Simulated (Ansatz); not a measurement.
This was printed by a script on Ansatz 0.2.0, Python API, for a single point from an input typed as a dict of NaLaZrSnO6, space group F-43m. What did the script look like? Level of theory: PBEsol, PAW, the default cutoff (420 eV here), 4×4×4 k-points, fixed occupations.

```
Na La Zr Sn O
1.0
     0.00000    4.11675    4.11675
     4.11675    0.00000    4.11675
     4.11675    4.11675    0.00000
Na La Zr Sn O
1 1 1 1 6
Direct
  0.75000 0.75000 0.75000
  0.25000 0.25000 0.25000
  0.50000 0.50000 0.50000
  0.00000 0.00000 0.00000
  0.75225 0.24775 0.24775
  0.24775 0.75225 0.75225
  0.75225 0.75225 0.24775
  0.24775 0.24775 0.75225
  0.24775 0.75225 0.24775
  0.75225 0.24775 0.75225
```

```console
$ python nalazrsno6_deck.py
DeckWarning: basis.ecutwfc = 420 eV, auto-derived from the records' recommended cutoffs: set by Na (normal level)
F = -21091.2838 eV for 10 atoms
E(sigma -> 0) = -21091.2838 eV, TS = 0.0 eV
closed by deck_thresholds after 7 iterations
gap on the k mesh: 2.737 eV
lowest empty less highest filled band, by band count: 2.737 eV
pressure by term (GPa)
  kinetic                          1438.733
  hartree                           787.684
  ewald                           -2223.392
  local_pseudopotential             486.970
  nonlocal_pseudopotential         -214.022
  augmentation                       33.417
  nlcc                             -434.514
  xc                                118.252
  augmentation_tail                  -0.010
  scf_correction                      0.000
  pulay_correction                    0.598
  total                              -6.284
```
(Warnings from the package without file and line, repeats left out.)

One script that gives this output:

`nalazrsno6_deck.py`
```python
import ansatz as az
import numpy as np


def main() -> None:
    deck = {
        "crystal": {
            "lattice": [
                [0.0, 4.116752, 4.116752],
                [4.116752, 0.0, 4.116752],
                [4.116752, 4.116752, 0.0],
            ],
            "atoms": [
                {"symbol": "Na", "position": [0.75, 0.75, 0.75]},
                {"symbol": "La", "position": [0.25, 0.25, 0.25]},
                {"symbol": "Zr", "position": [0.5, 0.5, 0.5]},
                {"symbol": "Sn", "position": [0.0, 0.0, 0.0]},
                {"symbol": "O", "position": [0.752254, 0.247746, 0.247746]},
                {"symbol": "O", "position": [0.247746, 0.752254, 0.752254]},
                {"symbol": "O", "position": [0.752254, 0.752254, 0.247746]},
                {"symbol": "O", "position": [0.247746, 0.247746, 0.752254]},
                {"symbol": "O", "position": [0.247746, 0.752254, 0.247746]},
                {"symbol": "O", "position": [0.752254, 0.247746, 0.752254]},
            ],
        },
        "kpoints": {"mp_grid": {"kspacing": 0.4}},
        "hamiltonian": {"xc": "pbesol"},
        "scf": {"occupations": {"method": "fixed"}},
        "output": {"forces": True, "stress": True, "eigenvalues": True},
    }

    res = az.Session.from_dict(deck).plan().execute()
    r = res.report

    n_atoms = len(r["lattice"]["sites"])
    print("F =", round(r["free_energy_ev"], 4), "eV for", n_atoms, "atoms")
    print("E(sigma -> 0) =", round(r["energy_sigma0_ev"], 4), "eV, TS =", round(r["entropy_ts_ev"], 5), "eV")
    print("closed by", r["closed_by"], "after", r["n_iterations"], "iterations")

    gap = None if "band_edges_ev" not in r else r["band_edges_ev"][1] - r["band_edges_ev"][0]
    print("gap on the k mesh:", "withheld (metal, or smearing too wide to tell)" if gap is None else f"{gap:.3f} eV")
    print("lowest empty less highest filled band, by band count:", round(r["gap_by_band_count_ev"], 3), "eV")

    print("pressure by term (GPa)")
    for term, tensor in r["stress_terms_gpa"].items():
        if np.any(tensor):
            print(f"  {term:28s} {np.trace(np.array(tensor)) / 3:12.3f}")
    print(f"  {'total':28s} {np.trace(np.array(r['stress_gpa'])) / 3:12.3f}")


if __name__ == "__main__":
    main()
```

What to keep in mind:
- Absolute energies stand on the zero of these potentials, so only differences at equal settings mean something. A total without «per atom» is that of the cell as typed.
- No spin polarisation was allowed.
- Semilocal gaps usually lie well under measured ones.
- Pressure is positive in compression.
- Semilocal functionals put the empty 4f levels of La too low, which can move the conduction edge.
- At these settings the cell as given stands under about -6 GPa, so it isn't at this functional's equilibrium volume.
- The structure comes from a database of computed cells and needn't be a stable or known phase.
- Levels are Kohn-Sham eigenvalues on this mesh, without spin-orbit coupling.
- Run time: 5.1 s on 1 thread of Arm Neoverse V2, with other jobs on the host, peak memory 0.48 GiB.

(Lines on the test bed's own set-up are left out of the output.)
